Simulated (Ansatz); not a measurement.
Working through a relaxation followed by a look at the electronic structure of K, space group Pm-3m

With the Ansatz DFT code, driven from Python.

At the Python prompt:
```pycon
>>> import warnings
>>> import ansatz
>>> import numpy as np
>>> XC = 'r2scan'
>>> VDW = 'd4'
>>> SCF_TOL = 1e-07
>>> EXTRA_BANDS = 8
>>> SMEARING = 'gaussian'
>>> SIGMA = 0.01
>>> def count_gap(report):
...     # lowest empty less highest filled band, counting bands; zero where they overlap
...     return max(report.get('gap_by_band_count_ev') or 0.0, 0.0)
...
>>> def configured(crystal, spacing):
...     return (
...         crystal.calculation()
...         .functional(XC, dispersion=VDW)
...         .accuracy('medium')
...         .scf(tolerance=SCF_TOL, extra_bands=EXTRA_BANDS)
...         .occupations(SMEARING, width=SIGMA)
...         .eigensolver('davidson')
...         .kpoints(spacing=spacing)
...     )
...
>>> warnings.simplefilter('ignore', ansatz.DeckWarning)
>>> vectors = np.array([
...     [4.310439, 0.0, 0.0],
...     [0.0, 4.310439, 0.0],
...     [0.0, 0.0, 4.310439],
... ])
>>> structure = ansatz.Lattice.of(vectors).atom('K', (0.0, 0.0, 0.0))
>>> len(structure.resolved().sites)
1
>>> relaxed = configured(structure, 0.3).relax(cell=True, force_tolerance=0.02, max_steps=40).checkpoint(write='relax.run').run(threads=1)

>>> cell = np.asarray(relaxed.lattice.cell_ang)
>>> print('relaxed edges (A):', np.linalg.norm(cell, axis=1).round(4), ' volume:', round(abs(np.linalg.det(cell)), 3), 'A^3')
relaxed edges (A): [4.3104 4.3104 4.3104]  volume: 80.087 A^3
>>> for site in relaxed.lattice.sites:
...     print(' ', site.symbol, np.round(site.position_frac, 4) + 0.0)
...
  K [0. 0. 0.]
>>> final = ansatz.Crystal.from_checkpoint('relax.run')
>>> out = configured(final, 0.22).functional('pbesol').stress().band_table().density_of_states(energy_step=0.05).run(threads=1)
>>> rep = out.report
>>> out.lattice.cell_ang
array([[4.310439, 0.      , 0.      ],
       [0.      , 4.310439, 0.      ],
       [0.      , 0.      , 4.310439]])
>>> rep['mixing_algorithm'], rep['preconditioner'], rep['eigensolver']
('MSR1', 'none', 'davidson')
>>> dos = out.density_of_states()
>>> print(f'pressure at the relaxed cell {np.trace(rep["stress_gpa"]) / 3:.3f} GPa, gap by band count {count_gap(rep):.3f} eV')
pressure at the relaxed cell -0.210 GPa, gap by band count 0.000 eV
>>> if count_gap(rep) == 0:
...     print('states/eV at the Fermi level:', round(float(np.interp(dos.fermi_ev, dos.energies_ev, dos.spin_summed_g_bin_mean_per_ev)), 3))
...
states/eV at the Fermi level: 0.883
```

Caveats:
- The settings weren't tested for convergence.
- Dispersion corrections can be off by several per cent in the lattices of metals, and by several GPa in the pressure at a fixed cell.
- An absolute Fermi energy rests on an arbitrary zero of the periodic potential and has no direct meaning.
- The program warned that this SCF threshold is loose for forces or stresses.
- A gap by band count of zero or less means overlapping bands, a metal, and at an odd count of electrons it is no gap at all.
- This isn't the structure that K takes at ambient conditions.
- Levels are Kohn-Sham eigenvalues on this mesh.
- Where the second run takes another functional or mesh than the relaxation, its pressure isn't zero; pressure is positive in compression.
- The computed bands are complete only to about 6.3 eV above the Fermi level; beyond that the density of states is undercounted.
- The script silences the warnings on its input, which a real study should read.
- Finished in 5.5 s on 1 thread of Arm Neoverse V1, with other jobs on the host, peak memory 0.48 GiB.

(Lines on the test bed's own set-up are left out of the output.)
